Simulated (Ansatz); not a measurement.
The system is SiMo3.

```
Mo Si
1.0
     4.88900    0.00000    0.00000
     0.00000    4.88900    0.00000
     0.00000    0.00000    4.88900
Mo Si
6 2
Direct
  0.00000 0.50000 0.25000
  0.00000 0.50000 0.75000
  0.50000 0.25000 0.00000
  0.75000 0.00000 0.50000
  0.50000 0.75000 0.00000
  0.25000 0.00000 0.50000
  0.50000 0.50000 0.50000
  0.00000 0.00000 0.00000
```

| Quantity | Value |
| --- | --- |
| Program | Ansatz 0.2.0 |
| Task | relaxation of cell and atoms |
| Functional | LDA |
| Potentials or basis | Ansatz PAW |
| Cutoff | 420 eV (not typed: the program's choice for these potentials) |
| k mesh | 6 × 6 × 6 |
| Occupations | fermi-dirac, width 0.05 eV |
| Spin | no spin polarisation |

At the start: volume 14.61 Å³/atom.

Q: How do energy, volume and symmetry change on relaxing?

A: It ends after 4 steps and the volume is 14.12 Å³/atom (-3.3 %); space group Pm-3n (No. 223, to 0.05 Å).

The path:
```tsv
step	energy change (eV)	largest force (eV/Å)	volume (Å³)
1	0.0000	0.0000	116.86
2	-0.1100	0.0000	113.23
3	-0.1106	0.0000	112.96
4	-0.1102	0.0000	112.96
```

Final structure:
```
Mo Si
1.0
     4.83402    0.00000    0.00000
     0.00000    4.83402    0.00000
     0.00000    0.00000    4.83402
Mo Si
6 2
Cartesian
  0.0000 2.4170 1.2085
  0.0000 2.4170 3.6255
  2.4170 1.2085 0.0000
  3.6255 0.0000 2.4170
  2.4170 3.6255 0.0000
  1.2085 0.0000 2.4170
  2.4170 2.4170 2.4170
  0.0000 0.0000 0.0000
```

Caveat: the plane-wave basis is chosen anew once the cell has moved, so the energies of steps on either side of that aren't comparable; the PAW data sets come from PBE, with cores solved anew for the run's functional, which leaves a small shift of forces and pressure.
